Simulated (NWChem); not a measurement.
# One shape, several levels: C2H5AlS2 (SMILES [CH3][Al]1[CH2]S[S]1)

Wanted: a comparison of 4 runs (HF/6-31G**, HF/def2-SVP, HF/6-311+G**, PBE0/def2-SVP) of C2H5AlS2. 

Program for the calculation: NWChem 7.3.0.

**1. The system as given**

C2H5AlS2: 10 atoms, total charge 0, spin state singlet. As SMILES, `[CH3][Al]1[CH2]S[S]1`. The shape is that of a PBE0-D4/def2-TZVP optimisation.

Bond lengths: C1–Al2 1.938 Å, Al2–C3 1.959 Å, C3–S4 1.816 Å, Al2–S5 2.175 Å, S4–S5 2.121 Å, C1–H6 1.094 Å, C1–H7 1.094 Å, C1–H8 1.093 Å, C3–H9 1.092 Å, C3–H10 1.092 Å. Some angles: C1–Al2–C3 137.1°, C1–Al2–S5 131.8°, C3–Al2–S5 91.1°, Al2–C3–S4 92.8°, C3–S4–S5 97.0°, Al2–S5–S4 79.1°, Al2–C1–H6 111.1°, Al2–C1–H7 111.1°, Al2–C1–H8 111.5°, Al2–C3–H9 116.4°.

**2. Energy and gradient at HF/6-31G(d,p) (spherical functions) (run 1)**

Input file run.nw:

```
START run
memory stack 880 mb heap 220 mb global 1100 mb

GEOMETRY units angstrom noautosym nocenter noautoz
  C       -1.808900      -0.697500      -0.053000
  Al      -0.115000       0.219400      -0.270900
  C        1.672000       0.141500       0.528500
  S        2.300600       1.476000      -0.529900
  S        0.503700       1.825800      -1.601100
  H       -1.701400      -1.771000      -0.235800
  H       -2.191100      -0.580700       0.965800
  H       -2.563900      -0.311800      -0.742600
  H        1.746800       0.423700       1.581100
  H        2.240100      -0.776300       0.360900
END

BASIS spherical bse
  C library 6-31G**
  Al library 6-31G**
  S library 6-31G**
  H library 6-31G**
END

SCF
  thresh 1e-08
  maxiter 80
END

TASK scf gradient
```

Run with:

```bash
$ nwchem run.nw > run.out
```

Standard output:

```text
[...]
  functions       =   107
[...]
  wavefunction    = RHF
[...]
         Total SCF energy =  -1115.613671490034
      One-electron energy =  -2196.119565742445
      Two-electron energy =    752.477834168814
 Nuclear repulsion energy =    328.028060083598
        Time for solution =     20.2s
[...]
                         RHF ENERGY GRADIENTS
    atom               coordinates                        gradient
                 x          y          z           x          y          z
   1 C      -3.418325  -1.318084  -0.100155    0.007312   0.003845  -0.000917
   2 Al     -0.217318   0.414606  -0.511927    0.003737   0.001112   0.000390
   3 C       3.159622   0.267396   0.998720   -0.001408   0.006998  -0.007442
   4 S       4.347504   2.789236  -1.001366   -0.011126  -0.007452   0.002827
   5 S       0.951855   3.450262  -3.025640    0.001216  -0.000327   0.000818
   6 H      -3.215180  -3.346705  -0.445597    0.001270  -0.004053  -0.000756
   7 H      -4.140579  -1.097364   1.825097   -0.000779   0.000833   0.004242
   8 H      -4.845068  -0.589217  -1.403311   -0.002290   0.002326  -0.003229
   9 H       3.300973   0.800677   2.987846   -0.000424   0.001915   0.005656
  10 H       4.233175  -1.466994   0.682002    0.002493  -0.005197  -0.001588
[...]
```

It took 26 s on 1 thread of AMD EPYC 9R45 (Zen 5), shared host; peak memory 0.1 GiB.

**3. Energy and gradient at HF/def2-SVP (run 2)**

Input file calc.xyz:

```xyz
10
C2H5AlS2 gradient
C     -1.808900    -0.697500    -0.053000
Al    -0.115000     0.219400    -0.270900
C      1.672000     0.141500     0.528500
S      2.300600     1.476000    -0.529900
S      0.503700     1.825800    -1.601100
H     -1.701400    -1.771000    -0.235800
H     -2.191100    -0.580700     0.965800
H     -2.563900    -0.311800    -0.742600
H      1.746800     0.423700     1.581100
H      2.240100    -0.776300     0.360900
```

Input file calc.nw:

```
echo
start calc
title "C2H5AlS2 gradient"
memory 2200 mb

geometry units angstroms noautosym nocenter noautoz
  load format xyz calc.xyz
end

basis spherical bse
  C library def2-SVP
  Al library def2-SVP
  S library def2-SVP
  H library def2-SVP
end

scf
  thresh 1e-08
  maxiter 80
  noprint "final vectors analysis"
end

task scf gradient
```

Run with:

```bash
$ nwchem calc.nw > calc.out
```

Standard output:

```text
[...]
  functions       =   107
[...]
  wavefunction    = RHF
[...]
         Total SCF energy =  -1115.274134519355
      One-electron energy =  -2195.503994623003
      Two-electron energy =    752.201800020050
 Nuclear repulsion energy =    328.028060083598
        Time for solution =     10.7s
[...]
                         RHF ENERGY GRADIENTS
    atom               coordinates                        gradient
                 x          y          z           x          y          z
   1 C      -3.418325  -1.318084  -0.100155    0.002679   0.001299  -0.000284
   2 Al     -0.217318   0.414606  -0.511927    0.003913   0.001764  -0.000182
   3 C       3.159622   0.267396   0.998720    0.002940   0.004756  -0.003479
   4 S       4.347504   2.789236  -1.001366   -0.016693  -0.007023   0.000152
   5 S       0.951855   3.450262  -3.025640    0.006665  -0.001741   0.004415
   6 H      -3.215180  -3.346705  -0.445597    0.000551   0.000225  -0.000073
   7 H      -4.140579  -1.097364   1.825097    0.000479   0.000299   0.000072
   8 H      -4.845068  -0.589217  -1.403311    0.000580   0.000541  -0.000293
   9 H       3.300973   0.800677   2.987846   -0.000853   0.000665   0.000579
  10 H       4.233175  -1.466994   0.682002   -0.000262  -0.000785  -0.000908
[...]
```

It took 14 s on 1 thread of AMD EPYC 9R45 (Zen 5), shared host; peak memory 0.1 GiB.

Run 3 isn't shown in full; the table further down has it.

**4. Energy and gradient at PBE0/def2-SVP (run 4)**

Input file run.py:

```python
from ase import Atoms
from ase.calculators.nwchem import NWChem

atoms = Atoms(['C', 'Al', 'C', 'S', 'S', 'H', 'H', 'H', 'H', 'H'], positions=[
    [-1.808900, -0.697500, -0.053000],
    [-0.115000, 0.219400, -0.270900],
    [1.672000, 0.141500, 0.528500],
    [2.300600, 1.476000, -0.529900],
    [0.503700, 1.825800, -1.601100],
    [-1.701400, -1.771000, -0.235800],
    [-2.191100, -0.580700, 0.965800],
    [-2.563900, -0.311800, -0.742600],
    [1.746800, 0.423700, 1.581100],
    [2.240100, -0.776300, 0.360900],
])

calc = NWChem(
    label='mymol',
    theory='dft',
    memory='2200 mb',
    basis='def2-SVP',
    basispar='spherical bse',
    dft={'xc': 'pbe0', 'mult': '1', 'grid': 'fine', 'convergence': 'energy 1e-08', 'iterations': '100', 'mulliken': None},
)
atoms.calc = calc

forces = atoms.get_forces()
print(f"energy = {atoms.get_potential_energy():.6f} eV")
print("forces (eV/A):")
for s, f in zip(atoms.symbols, forces):
    print(f"{s:2s} {f[0]:10.5f} {f[1]:10.5f} {f[2]:10.5f}")
print("dipole (e A):", atoms.get_dipole_moment().round(4))
```

Run with:

```bash
$ export ASE_NWCHEM_COMMAND="nwchem PREFIX.nwi > PREFIX.nwo"
$ python run.py
```

Standard output:

```text
energy = -30400.651425 eV
forces (eV/A):
C     0.20497    0.12717   -0.03780
Al   -0.15267   -0.12593    0.06345
C    -0.20625    0.11030   -0.19216
S     0.60128    0.13761    0.10799
S    -0.35157    0.14146   -0.28159
H     0.02540   -0.28591   -0.04762
H    -0.10197    0.02854    0.26621
H    -0.21551    0.09395   -0.18106
H     0.02340    0.06798    0.33563
H     0.17298   -0.29516   -0.03306
dipole (e A): [-0.3792 -0.5296  0.3676]
```

The calculator wrote mymol.nwi:

```
title "mymol"

permanent_dir mymol

scratch_dir mymol

start mymol

geometry units angstrom nocenter noautosym noautoz
  C  -1.8089000000000000e+00 -6.9750000000000001e-01 -5.2999999999999999e-02
  Al -1.1500000000000000e-01 2.1940000000000001e-01 -2.7089999999999997e-01
  C  1.6719999999999999e+00 1.4149999999999999e-01 5.2849999999999997e-01
  S  2.3006000000000002e+00 1.4760000000000000e+00 -5.2990000000000004e-01
  S  5.0370000000000004e-01 1.8258000000000001e+00 -1.6011000000000000e+00
  H  -1.7014000000000000e+00 -1.7709999999999999e+00 -2.3580000000000001e-01
  H  -2.1911000000000000e+00 -5.8069999999999999e-01 9.6579999999999999e-01
  H  -2.5638999999999998e+00 -3.1180000000000002e-01 -7.4260000000000004e-01
  H  1.7467999999999999e+00 4.2370000000000002e-01 1.5810999999999999e+00
  H  2.2401000000000000e+00 -7.7629999999999999e-01 3.6090000000000000e-01
end

memory 2200 mb

basis spherical bse noprint
   * library def2-SVP
end

dft
  xc pbe0
  mult 1
  grid fine
  convergence energy 1e-08
  iterations 100
  mulliken
end

task dft gradient
```

mymol.nwo:

```text
Northwest Computational Chemistry Package (NWChem) 7.3.0
             --------------------------------------------------------

           Job information
           ---------------

    nwchem branch   = 7.3.0
    use scalapack   = T
    input           = mymol.nwi
    prefix          = mymol.
    data base       = mymol/mymol.db
    status          = startup
    nproc           =        1

           Memory information
           ------------------

[... 5 lines left out ...]
    hardfail = no
[... 111 lines left out ...]
  convergence criterion.
[... 42 lines left out ...]
          Spatial weights used:  Erf1
[... 32 lines left out ...]
 1-e energy   =   -2192.093855
[... 41 lines left out ...]
           Coulomb energy =      833.176301042192
[... 829 lines left out ...]
          Convergence on density requested:  1.00D-05
[... 28 lines left out ...]
          total energy or number of iterations.
[... 36 lines left out ...]
                 ----------------------------------------
                 |  Time  |  1-e(secs)   |  2-e(secs)   |
                 ----------------------------------------
                 |  CPU   |       0.01   |       2.00   |
                 ----------------------------------------
                 |  WALL  |       0.01   |       2.00   |
                 ----------------------------------------

 Task  times  cpu:       13.6s     wall:       13.6s
 Total times  cpu:       13.6s     wall:       13.6s
```

Run time: 15 s. Hardware: 1 thread of AMD EPYC 9R45 (Zen 5), shared host; peak memory 0.13 GiB.

**5. The series**

```tsv
run	level	iteration cap	module	energy (Eh)	dipole moment (D)	HOMO energy (eV)	LUMO energy (eV)	wall time
1	HF/6-31G** (spherical functions)	80	scf	-1115.613671	4.26	-8.47	1.90	26 s
2	HF/def2-SVP	80	scf	-1115.274135	3.96	–	–	14 s
3	HF/6-311+G**	80	scf	-1115.696816	4.09	-8.52	0.90	56 s
4	PBE0/def2-SVP	100	dft	-1117.203343	3.59	-5.77	-0.83	15 s
```

**6. Summary of results**

```
                       quantity           value
            run 4: total energy  -1117.20334 Eh
           run 4: dipole moment          3.59 D
             run 4: HOMO energy        -5.77 eV
             run 4: LUMO energy        -0.83 eV
           run 4: HOMO–LUMO gap         4.94 eV
run 4: largest force on an atom      0.626 eV/Å
```

What this shows: The dipole moment (its size) runs from 3.59 D (PBE0/def2-SVP) to 4.26 D (HF/6-31G**). The two ends differ in method and basis. Over runs 1, 3, 4 the HOMO–LUMO gap runs from 4.94 eV (PBE0/def2-SVP) to 10.37 eV (HF/6-31G**). All runs together took 1.8 min, the longest 56 s.
